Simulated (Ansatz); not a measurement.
**C2H6BFSe: one species, many methods**

The task here is to estimate one member of a computed series from the others.

Method: functionals in def2-TZVPP, the program's frozen cores in correlated methods; program: Ansatz 0.2.0, Gaussian basis.

Levels to be run: PBE-D4, r2SCAN-D4, PBE0-D4, B3LYP-D4, ωB97X-V, ωB97M-V, B2PLYP; CCSD(T)/def2-TZVPP; MP2/def2-QZVPP; extrapolation to the limit.

### Structure used throughout

An earlier PBE0-D4 in a triple-zeta def2 set relaxation fixed the geometry.

11 atoms, charge 0, spin multiplicity 1.

Atoms are counted from 1 here; the program's logs count them from 0.

Bond lengths: C1–Se2 1.951 Å, C1–H6 1.088 Å, C1–H7 1.088 Å, C1–H8 1.087 Å, Se2–B3 1.901 Å, B3–C4 1.568 Å, B3–H9 1.193 Å, C4–F5 1.391 Å, C4–H10 1.097 Å, C4–H11 1.099 Å. Angles: Se2–C1–H6 108.4°, Se2–C1–H7 108.9°, Se2–C1–H8 108.8°, H6–C1–H7 109.9°, H6–C1–H8 110.4°, H7–C1–H8 110.4°, C1–Se2–B3 101.3°, Se2–B3–C4 119.7°, Se2–B3–H9 118.8°, C4–B3–H9 121.5°, B3–C4–F5 112.4°, B3–C4–H10 112.6°, B3–C4–H11 110.0°, F5–C4–H10 107.6°, F5–C4–H11 107.6°, H10–C4–H11 106.4°.

Set-up of the first run:

File in.yaml:

```yaml
crystal:
  periodic: [false, false, false]
  atoms:
    - {symbol: C, position_ang: [-1.969242, 0.705886, 1.008558]}
    - {symbol: Se, position_ang: [-1.176110, -0.547737, -0.258290]}
    - {symbol: B, position_ang: [0.663221, -0.079949, -0.141667]}
    - {symbol: C, position_ang: [1.708596, -0.803029, -1.060591]}
    - {symbol: F, position_ang: [3.019486, -0.488837, -0.719164]}
    - {symbol: H, position_ang: [-2.573458, 0.142370, 1.716499]}
    - {symbol: H, position_ang: [-2.596005, 1.408721, 0.463864]}
    - {symbol: H, position_ang: [-1.171725, 1.232132, 1.527044]}
    - {symbol: H, position_ang: [0.991835, 0.774322, 0.623830]}
    - {symbol: H, position_ang: [1.610802, -1.895059, -1.031735]}
    - {symbol: H, position_ang: [1.557801, -0.505921, -2.107750]}
basis:
  gaussian: {orbitals: def2-TZVPP}
hamiltonian: {xc: pbe, dispersion: d4}
output: {forces: true, orbitals: {seedname: orbitals}}
```

On the command line:

```console
> ansatz run in.yaml --threads 4 --pin off --events-out ev --progress --plain --max-ram 10444MiB
```

Among the steps run: PBE-D4 (GGA); r2SCAN-D4 (meta-GGA); PBE0-D4 (hybrid); B3LYP-D4 (hybrid); ωB97X-V (range-separated); ωB97M-V (range-separated); B2PLYP (double hybrid); CCSD(T) in def2-TZVPP; MP2 in def2-QZVPP.

One of the session's tables, all rows but one given; the rest of the session is left out.

| method | atomisation energy (eV) |
| --- | --- |
| PBE-D4 | ? |
| r2SCAN-D4 | 41.807 |
| PBE0-D4 | 41.800 |
| B3LYP-D4 | 41.573 |
| ωB97X-V | 41.609 |
| ωB97M-V | 41.574 |
| B2PLYP | 41.143 |
| HF/def2-TZVPP | 30.774 |
| MP2/def2-TZVPP | 41.202 |
| CCSD/def2-TZVPP | 39.925 |
| CCSD(T)/def2-TZVPP | 40.532 |
| MP2/CBS | 42.170 |
| CCSD(T)/CBS | 41.499 |

Estimate the missing values for PBE-D4.

**Answer.** atomisation energy (eV): 42.526. In the column «atomisation energy (eV)» it is the highest.
